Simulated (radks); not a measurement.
**Exchange and kinetic functionals tested on atomic densities: Tc, La²⁸⁺, I²⁺, Ca²⁺, Hg, O⁺**

One table from this session's results is given with a row withheld; the runs are named, their logs left out.

Method: non-relativistic Kohn-Sham, exchange-only B88, spin-polarised, spherical densities, point nucleus; open shells are filled with parallel spins first. Code: radks (a radial shooting solver on a logarithmic mesh, Libxc functionals) version 1.

## What is computed

| Property | Result |
| --- | --- |
| species | Tc ([Kr] 4d5 5s2), La²⁸⁺ ([Ar] 3d10 4s1), I²⁺ ([Kr] 4d10 5s2 5p3), Ca²⁺ ([Ar]), Hg ([Hg]), O⁺ ([He] 2s2 2p3) |

The first run:

Input:

```text
Z 43
configuration [Kr] 4d5 5s2
relativity non-relativistic
functional b88,
spin polarised
nucleus point
```

Steps of the session up to this table: Tc, [Kr] 4d5 5s2.

One of the session's tables, all rows but one given; the rest of the session is left out.

It belongs to the step «Tc, [Kr] 4d5 5s2». From the orbitals of this run (lengths in bohr):

```
  level    <r>  outermost maximum (interpolated)  90 % within  nodes
  4s up  1.089                             0.976         1.58      3
4s down  1.081                             0.970         1.57      3
  4p up      ?                                 ?            ?      ?
4p down  1.180                              1.03         1.75      2
  4d up  1.677                              1.27         2.69      1
  5s up  3.301                              2.75         4.94      4
4d down  1.817                              1.26         3.05      1
5s down  3.827                              3.08         5.85      4
```

Q: Estimate the row for 4p up from the others.

**Answer.** <r>: 1.188; outermost maximum (interpolated): 1.04; 90 % within: 1.76; nodes: 2. In the column «<r>» it lies between 4p down (1.180) and 4d up (1.677).
